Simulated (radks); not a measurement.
# Nuclear size and the levels of Dy⁺

One table from this session's results is given with a row withheld; the runs are named, their logs left out.

Method: Dirac Kohn-Sham, BLYP, spin-unpolarised, spherical densities, finite nucleus; open shells fill j = l - 1/2 first. Code: radks (a radial shooting solver on a logarithmic mesh, Libxc functionals) version 1.

### What is computed

| Item | Value |
| --- | --- |
| element | dysprosium (Z = 66) |
| charge | +1 |
| electrons | 65 |
| configuration | [Xe] 4f10 6s1 |
| nuclear rms radius | 5.2218 fm |

Set-up of the first run:

The run's settings:

```text
Z 66
configuration [Xe] 4f10 6s1 5d0 6p0
relativity Dirac
functional b88,lyp
spin unpolarised
j_filling energy
nucleus finite rms 5.2218 fm
c 137.035999084
```

Steps of the session up to this table: rms radius 5.2218 fm.

One of the session's tables, all rows but one given; the rest of the session is left out.

It belongs to the step «rms radius 5.2218 fm». From the orbitals of this run (lengths in bohr):

```
level     <r>  outermost maximum (interpolated)  90 % within  nodes
5p3/2   1.580                              1.35         2.34      3
4f5/2  0.8680                             0.536         1.52      0
6s1/2   3.700                              3.22         5.39      5
4f7/2       ?                                 ?            ?      ?
5d3/2   2.769                              2.01         4.47      2
5d5/2   2.854                              2.07         4.61      2
6p1/2   4.630                              4.01         6.78      4
6p3/2   4.897                              4.27         7.15      4
```

Estimate the missing values for 4f7/2.

As computed: <r>: 0.8890; outermost maximum (interpolated): 0.542; 90 % within: 1.57; nodes: 0. In the column «<r>» it lies between 4f5/2 (0.8680) and 5p3/2 (1.580).
